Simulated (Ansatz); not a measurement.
# C3H10InNO: taking an electron away

How much energy removes an electron from C3H10InNO at fixed geometry? The cation is run at each level and the neutral's energy taken from earlier runs.

Program: Ansatz 0.2.0, Gaussian basis. Level of theory: unrestricted cation, the program's frozen cores in correlated methods. These are calculated values, not measurements.

Plan: UKS PBE-D4/def2-TZVPP; UKS r2SCAN-D4/def2-TZVPP; UKS PBE0-D4/def2-TZVPP; UKS B3LYP-D4/def2-TZVPP; UKS wB97X-V/def2-TZVPP; UKS wB97M-V/def2-TZVPP; UKS B2PLYP/def2-TZVPP; UHF-CCSD(T)/def2-TZVPP; UHF-MP2/def2-QZVPP; extrapolation to the limit; then −ε(HOMO) from the neutral's earlier runs with LDA (SPW92), PBE-D4, revPBE-D4, BLYP-D4, r2SCAN-D4, B97M-V, PBE0-D4, B3LYP-D4, r2SCANh-D4, r2SCAN0-D4, HSE06-D4, BHLYP-D4, CAM-B3LYP-D4, LC-ωPBE, ωB97X-V, ωB97M-V.

### 1 Structure used throughout

The geometry comes from an earlier relaxation with PBE0-D4 in a triple-zeta def2 set; it is a stationary point, not always the lowest conformer. In takes the def2 core potential; no spin-orbit term is included.

16 atoms, charge 0, spin multiplicity 1.

Atoms are counted from 1 here; the program's logs count them from 0.

Bond lengths: C1–C2 1.520 Å, C1–H7 1.093 Å, C1–H8 1.093 Å, C1–H9 1.095 Å, C2–C3 1.517 Å, C2–O4 1.406 Å, C2–H10 1.104 Å, C3–H11 1.093 Å, C3–H12 1.093 Å, C3–H13 1.091 Å, O4–In5 1.989 Å, In5–N6 2.002 Å, In5–H14 1.700 Å, N6–H15 1.009 Å, N6–H16 1.007 Å. Angles: C2–C1–H7 109.9°, C2–C1–H8 111.6°, C2–C1–H9 110.9°, H7–C1–H8 108.6°, H7–C1–H9 108.2°, H8–C1–H9 107.6°, C1–C2–C3 111.4°, C1–C2–O4 110.9°, C1–C2–H10 107.9°, C3–C2–O4 108.0°, C3–C2–H10 107.9°, O4–C2–H10 110.7°, C2–C3–H11 109.8°, C2–C3–H12 111.3°, C2–C3–H13 110.3°, H11–C3–H12 108.6°, H11–C3–H13 108.1°, H12–C3–H13 108.6° and more.

### 2 Cation, UKS PBE-D4/def2-TZVPP

Contents of in.yaml:

```yaml
crystal:
  periodic: [false, false, false]
  atoms:
    - {symbol: C, position_ang: [0.682475, -1.652288, -0.392881]}
    - {symbol: C, position_ang: [0.755559, -0.151230, -0.620843]}
    - {symbol: C, position_ang: [0.766978, 0.185033, -2.100427]}
    - {symbol: O, position_ang: [-0.345007, 0.500342, -0.035901]}
    - {symbol: In, position_ang: [-0.537964, 0.772651, 1.924980]}
    - {symbol: N, position_ang: [-2.416792, 1.379172, 2.255742]}
    - {symbol: H, position_ang: [-0.252204, -2.044935, -0.802140]}
    - {symbol: H, position_ang: [1.517987, -2.172169, -0.869457]}
    - {symbol: H, position_ang: [0.712370, -1.886569, 0.676414]}
    - {symbol: H, position_ang: [1.701720, 0.212826, -0.183288]}
    - {symbol: H, position_ang: [-0.152854, -0.174499, -2.569202]}
    - {symbol: H, position_ang: [1.619894, -0.275892, -2.605689]}
    - {symbol: H, position_ang: [0.820280, 1.266028, -2.241775]}
    - {symbol: H, position_ang: [0.724692, 0.424880, 3.008919]}
    - {symbol: H, position_ang: [-2.941053, 1.724682, 1.466354]}
    - {symbol: H, position_ang: [-2.656072, 1.891958, 3.089183]}
basis:
  gaussian: {orbitals: def2-TZVPP}
total_charge: 1
magnetization: {spin_polarized: true, initial_magnetization: 1}
hamiltonian: {xc: pbe, dispersion: d4}
```

Started as:

```console
> ansatz run in.yaml --threads 2 --pin off --events-out ev --progress --plain --max-ram 22528MiB --backend cuda --devices 0, --max-vram 18GiB
```

After this run come: Cation, UKS r2SCAN-D4/def2-TZVPP; Cation, UKS PBE0-D4/def2-TZVPP; Cation, UKS B3LYP-D4/def2-TZVPP; Cation, UKS wB97X-V/def2-TZVPP; Cation, UKS wB97M-V/def2-TZVPP; Cation, UKS B2PLYP (frozen core)/def2-TZVPP; Cation, UHF-CCSD(T)/def2-TZVPP; Cation, UHF-MP2/def2-QZVPP.

**Question.** What will the summary of the whole plan be? Wanted: ionisation energy, CCSD(T)/CBS; nearest functional by difference; nearest −ε(HOMO); −ε(HOMO) of PBE; T1 of the cation.

**Answer**, as computed:

```
                        quantity               value
  ionisation energy, CCSD(T)/CBS             9.40 eV
nearest functional by difference  ωB97X-V (-0.25 eV)
                nearest −ε(HOMO)  ωB97M-V (-0.03 eV)
                 −ε(HOMO) of PBE             5.58 eV
                T1 of the cation               0.032
```

What this shows: Energy differences with functionals land within 1.03 eV of the reference. −ε(HOMO) of PBE misses by 3.8 eV, since self-interaction lifts the level. Among orbital estimates ωB97M-V comes nearest. Hartree-Fock falls 1.58 eV short, as the neutral has more correlation energy than the cation. The cation's T1 (from the report) is 0.032, near the customary mark of 0.045 for open shells, so the coupled-cluster value is less safe. Correlated methods include outer-core shells of In, which these sets cover unevenly. With outer-core shells in play the reference is unsure by up to some tenths of an eV, so close misses can't be ranked.
